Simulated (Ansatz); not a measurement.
## LiZn₃, space group Fm-3m: relaxations under a series of pressures, step by step

Computed with Ansatz's Python interface.

Typed at the interpreter:
```pycon
>>> import warnings
>>> import ansatz as az
>>> import numpy as np
>>> SETTINGS = {
...     'filling': 'methfessel_paxton',
...     'functional': 'LDA',
... }
>>> def edges_and_angles(cell):
...     cell = np.asarray(cell)
...     a, b, c = np.linalg.norm(cell, axis=1)
...     cosines = cell[1] @ cell[2] / (b * c), cell[0] @ cell[2] / (a * c), cell[0] @ cell[1] / (a * b)
...     return (a, b, c, *np.degrees(np.arccos(cosines)))
...
>>> warnings.simplefilter('ignore', az.DeckWarning)
>>> vectors = np.array([
...     [0.0, 3.011111, 3.011111],
...     [3.011111, 0.0, 3.011111],
...     [3.011111, 3.011111, 0.0],
... ])
>>> cell = (
...     az.Lattice.of(vectors)
...     .atom('Li', [0.0, 0.0, 0.0])
...     .atom('Zn', [0.25, 0.25, 0.25])
...     .atom('Zn', [0.75, 0.75, 0.75])
...     .atom('Zn', [0.5, 0.5, 0.5])
... )
>>> len(cell.resolved().sites)
4
>>> model = (
...     cell.calculation()
...     .occupations(SETTINGS['filling'], width=150 * az.meV)
...     .pseudopotentials('paw')
...     .kpoints(6, center='gamma')
...     .functional(SETTINGS['functional'])
... )
>>> # H = F + PV, with 1 GPa A^3 = 1/160.21766 eV
>>> rows = []
>>> for pressure in [-2, 0, 2, 5, 10]:
...     result = model.relax(cell=True, pressure=pressure, force_tolerance=0.05).run()
...     cell = result.lattice.cell_ang
...     n_atoms = len(result.lattice.sites)
...     volume = abs(np.linalg.det(cell)) / n_atoms
...     enthalpy = result.report['free_energy_ev'] / n_atoms + pressure * volume / 160.21766
...     rows.append((pressure, volume, enthalpy, *edges_and_angles(cell)))
...     print(f'{pressure} GPa done: {volume:.4f} A^3/atom')
...
-2 GPa done: 13.1082 A^3/atom
0 GPa done: 12.7879 A^3/atom
2 GPa done: 12.5024 A^3/atom
5 GPa done: 12.1353 A^3/atom
10 GPa done: 11.6245 A^3/atom
>>> print(' P (GPa)  V (A^3/atom)  H (eV/atom)     a       b       c')
 P (GPa)  V (A^3/atom)  H (eV/atom)     a       b       c
>>> for row in rows:
...     print('{:8.1f} {:12.4f} {:14.5f} {:7.4f} {:7.4f} {:7.4f}'.format(*row[:6]))
...
    -2.0      13.1082    -2485.45213  4.2012  4.2012  4.2012
     0.0      12.7879    -2485.29055  4.1667  4.1667  4.1667
     2.0      12.5024    -2485.13277  4.1354  4.1354  4.1354
     5.0      12.1353    -2484.90215  4.0946  4.0946  4.0946
    10.0      11.6245    -2484.53185  4.0363  4.0363  4.0363
>>> p, v = np.array([row[0] for row in rows], float), np.array([row[1] for row in rows])
>>> print('mean bulk modulus between rows (GPa):', np.round(-np.diff(p) / np.diff(np.log(v)), 1))
mean bulk modulus between rows (GPa): [ 80.8  88.6 100.7 116.3]
```

The volume falls from 13.11 Å³ an atom at -2 GPa to 11.62 at 10 GPa, by 11.3 %. Between -2 and 0 GPa, -V dP/dV is about 81 GPa, a mean over that step.

Notes:
- Total energies depend on the potentials; only differences at equal settings carry meaning.
- At a fixed pressure a relaxation lowers the enthalpy F + PV, while F alone can rise.
- For a metal this k-point mesh is coarse: on a finer one energies can move by several to tens of meV an atom and pressures by half a GPa or more, differences at one mesh by less.
- The structure comes from a database of computed cells and needn't be a stable or known phase.
- Symmetry holds the cell in this phase, whether or not it is the stable one at each pressure.
- Timing: 32 s on 1 thread of Arm Neoverse V1, with other jobs on the host, peak memory 0.28 GiB.
